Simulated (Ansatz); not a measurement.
# C₉H₁₆: a ladder of functionals and wavefunction methods

An exercise on one series of results from a longer session: the logs are not shown, and one member is left open.

Program: Ansatz 0.2.0, Gaussian basis. Level of theory: functionals in def2-TZVPP, the program's frozen cores in correlated methods. These are calculated values, not measurements.

The runs, in order: LDA (SPW92), PBE-D4, revPBE-D4, BLYP-D4, r2SCAN-D4, B97M-V, PBE0-D4, B3LYP-D4, r2SCANh-D4, r2SCAN0-D4, HSE06-D4, BHLYP-D4, CAM-B3LYP-D4, LC-ωPBE, ωB97X-V, ωB97M-V, B2PLYP, PBE-QIDH; CCSD(T)/def2-SVP; CCSD(T)/def2-TZVPP; MP2/def2-QZVPP; extrapolation to the limit; RPA on PBE.

**Structure used throughout**

An earlier PBE0-D4 in a triple-zeta def2 set relaxation fixed the geometry.

25 atoms, charge 0, spin multiplicity 1.

Atoms are counted from 1 here; the program's logs count them from 0.

Bond lengths: C1–C2 1.201 Å, C1–H10 1.064 Å, C2–C3 1.452 Å, C3–C4 1.529 Å, C3–H11 1.095 Å, C3–H12 1.096 Å, C4–C5 1.523 Å, C4–H13 1.093 Å, C4–H14 1.094 Å, C5–C6 1.524 Å, C5–H15 1.096 Å, C5–H16 1.096 Å, C6–C7 1.520 Å, C6–H17 1.096 Å, C6–H18 1.096 Å, C7–C8 1.520 Å, C7–H19 1.098 Å, C7–H20 1.096 Å and more. Angles: C2–C1–H10 179.6°, C1–C2–C3 178.7°, C2–C3–C4 112.8°, C2–C3–H11 108.7°, C2–C3–H12 109.1°, C4–C3–H11 110.2°, C4–C3–H12 109.6°, H11–C3–H12 106.2°, C3–C4–C5 113.2°, C3–C4–H13 108.6°, C3–C4–H14 108.9°, C5–C4–H13 109.3°, C5–C4–H14 110.6°, H13–C4–H14 106.1°, C4–C5–C6 115.5°, C4–C5–H15 108.3°, C4–C5–H16 108.9°, C6–C5–H15 108.8° and more.

Geometry (Å):

```mol
C9H16
  3D, bonds by distance, orders not assigned

 25 24  0  0  0  0  0  0  0  0999 V2000
   -3.5433    2.3800   -1.7523 C   0  0
   -2.5359    2.2134   -1.1206 C   0  0
   -1.3024    2.0026   -0.3839 C   0  0
   -0.1576    1.5163   -1.2738 C   0  0
    1.1621    1.3696   -0.5277 C   0  0
    1.1498    0.3888    0.6392 C   0  0
    0.7796   -1.0354    0.2588 C   0  0
    0.8681   -2.0064    1.4247 C   0  0
    0.4944   -3.4282    1.0440 C   0  0
   -4.4390    2.5300   -2.3065 H   0  0
   -1.4909    1.2815    0.4181 H   0  0
   -1.0135    2.9388    0.1081 H   0  0
   -0.0304    2.2256   -2.0962 H   0  0
   -0.4467    0.5677   -1.7345 H   0  0
    1.9295    1.0570   -1.2447 H   0  0
    1.4742    2.3544   -0.1607 H   0  0
    2.1445    0.3857    1.0991 H   0  0
    0.4680    0.7425    1.4217 H   0  0
    1.4378   -1.3780   -0.5502 H   0  0
   -0.2374   -1.0647   -0.1498 H   0  0
    0.2147   -1.6575    2.2330 H   0  0
    1.8858   -1.9884    1.8317 H   0  0
    1.1533   -3.8116    0.2598 H   0  0
    0.5654   -4.1058    1.8978 H   0  0
   -0.5302   -3.4778    0.6648 H   0  0
  1  2  8  0
  2  3  8  0
  3  4  8  0
  4  5  8  0
  5  6  8  0
  6  7  8  0
  7  8  8  0
  8  9  8  0
  1 10  8  0
  3 11  8  0
  3 12  8  0
  4 13  8  0
  4 14  8  0
  5 15  8  0
  5 16  8  0
  6 17  8  0
  6 18  8  0
  7 19  8  0
  7 20  8  0
  8 21  8  0
  8 22  8  0
  9 23  8  0
  9 24  8  0
  9 25  8  0
M  END
```

Set-up of the first run:

File in.yaml:

```yaml
crystal:
  periodic: [false, false, false]
  atoms:
    - {symbol: C, position_ang: [-3.543298, 2.380007, -1.752288]}
    - {symbol: C, position_ang: [-2.535896, 2.213353, -1.120574]}
    - {symbol: C, position_ang: [-1.302366, 2.002597, -0.383937]}
    - {symbol: C, position_ang: [-0.157592, 1.516344, -1.273784]}
    - {symbol: C, position_ang: [1.162063, 1.369613, -0.527661]}
    - {symbol: C, position_ang: [1.149808, 0.388789, 0.639206]}
    - {symbol: C, position_ang: [0.779575, -1.035422, 0.258816]}
    - {symbol: C, position_ang: [0.868140, -2.006382, 1.424705]}
    - {symbol: C, position_ang: [0.494389, -3.428172, 1.044043]}
    - {symbol: H, position_ang: [-4.438993, 2.530002, -2.306522]}
    - {symbol: H, position_ang: [-1.490870, 1.281533, 0.418146]}
    - {symbol: H, position_ang: [-1.013499, 2.938798, 0.108111]}
    - {symbol: H, position_ang: [-0.030438, 2.225631, -2.096216]}
    - {symbol: H, position_ang: [-0.446675, 0.567665, -1.734541]}
    - {symbol: H, position_ang: [1.929474, 1.056998, -1.244704]}
    - {symbol: H, position_ang: [1.474247, 2.354354, -0.160716]}
    - {symbol: H, position_ang: [2.144547, 0.385673, 1.099128]}
    - {symbol: H, position_ang: [0.467952, 0.742520, 1.421658]}
    - {symbol: H, position_ang: [1.437816, -1.377952, -0.550159]}
    - {symbol: H, position_ang: [-0.237394, -1.064694, -0.149802]}
    - {symbol: H, position_ang: [0.214665, -1.657488, 2.232952]}
    - {symbol: H, position_ang: [1.885841, -1.988436, 1.831681]}
    - {symbol: H, position_ang: [1.153269, -3.811642, 0.259834]}
    - {symbol: H, position_ang: [0.565411, -4.105849, 1.897807]}
    - {symbol: H, position_ang: [-0.530204, -3.477843, 0.664814]}
basis:
  gaussian: {orbitals: def2-TZVPP}
hamiltonian: {xc: lda}
output: {orbitals: {seedname: orbitals}}
```

The run is started by

```console
$ ansatz run in.yaml --threads 4 --pin off --events-out ev --progress --plain --max-ram 66560MiB --backend cuda --devices 0, --max-vram 37GiB
```

Steps of the session up to this table: LDA; PBE-D4 (GGA); revPBE-D4 (GGA); BLYP-D4 (GGA); r2SCAN-D4 (meta-GGA); B97M-V (meta-GGA); B3LYP-D4 (hybrid); r2SCANh-D4 (hybrid); r2SCAN0-D4 (hybrid); HSE06-D4 (hybrid); BHLYP-D4 (hybrid); CAM-B3LYP-D4 (range-separated); LC-ωPBE (range-separated); ωB97X-V (range-separated); ωB97M-V (range-separated); B2PLYP (double hybrid); PBE-QIDH (double hybrid).

One table of the session follows, with a row left open; its other results are not shown here.

It belongs to the step «Orbital energies across the functionals». 

| functional | HOMO (eV) | LUMO (eV) | gap (eV) |
| --- | --- | --- | --- |
| LDA (SPW92) | ? | ? | ? |
| PBE-D4 | -6.37 | 0.08 | 6.45 |
| revPBE-D4 | -6.30 | 0.19 | 6.50 |
| BLYP-D4 | -6.22 | 0.13 | 6.35 |
| r2SCAN-D4 | -6.59 | 0.53 | 7.12 |
| B97M-V | -6.61 | 0.24 | 6.85 |
| PBE0-D4 | -7.59 | 0.93 | 8.52 |
| B3LYP-D4 | -7.36 | 0.63 | 7.99 |
| r2SCANh-D4 | -7.05 | 0.85 | 7.90 |
| r2SCAN0-D4 | -7.74 | 1.28 | 9.02 |
| HSE06-D4 | -7.19 | 0.55 | 7.74 |
| BHLYP-D4 | -8.67 | 1.58 | 10.25 |
| CAM-B3LYP-D4 | -8.97 | 1.73 | 10.70 |
| LC-ωPBE | -10.39 | 3.02 | 13.42 |
| ωB97X-V | -9.99 | 2.79 | 12.78 |
| ωB97M-V | -9.87 | 2.38 | 12.26 |

Q: Estimate the row for LDA (SPW92) from the others.

The run gave: HOMO (eV): -6.54; LUMO (eV): -0.15; gap (eV): 6.38. In the column «HOMO (eV)» it lies between r2SCAN-D4 (-6.59) and PBE-D4 (-6.37).
